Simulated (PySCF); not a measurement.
# Ag3H3O3 ((AgOH)3 ring): the cost of one run

Computed with PySCF 2.14.0 and routines of our own; the level stands in each step. Atoms count from 0.

## Step 1: The system as given

9 atoms, charge 0, multiplicity 1; geometry from: GFN2-xTB.

## Step 2: NMR shieldings: PBE/pcJ-1 Ag:dyall-v2z, non-relativistic

The job: settings as JSON, then the geometry in Å.

```
{"job": {"kind": "hnmr", "xc": "PBE", "basis": {"default": "pcJ-1", "Ag": "dyall-v2z"}, "rel": "nr"}, "charge": 0, "multiplicity": 1}
Ag    -0.289270    -1.516080     0.550030
O      1.565340    -1.061530     1.545170
Ag     1.360180     0.783920     0.450220
O      0.462350     2.221310    -0.875920
Ag    -1.130560     0.771590    -0.889350
O     -2.145810    -1.079550    -0.450600
H      2.338740    -1.610040     1.429240
H      0.307680     3.121810    -0.598500
H     -2.468660    -1.631430    -1.160290
```

With the program's defaults for keys left out, this is: PBE/pcJ-1 Ag:dyall-v2z GIAO NMR shielding, non-relativistic, Gaussian nuclei, gas phase.

Command:

```
OMP_NUM_THREADS=1 python heavy_run.py task.json out
```

One launch serves the whole session: the jobs run in the order shown.

**Question.** How long does this first job take on 1 thread of Intel Xeon at 2.50GHz, shared host, and how much memory does it need?

About 2.9 min, with a peak of 1.9 GiB.
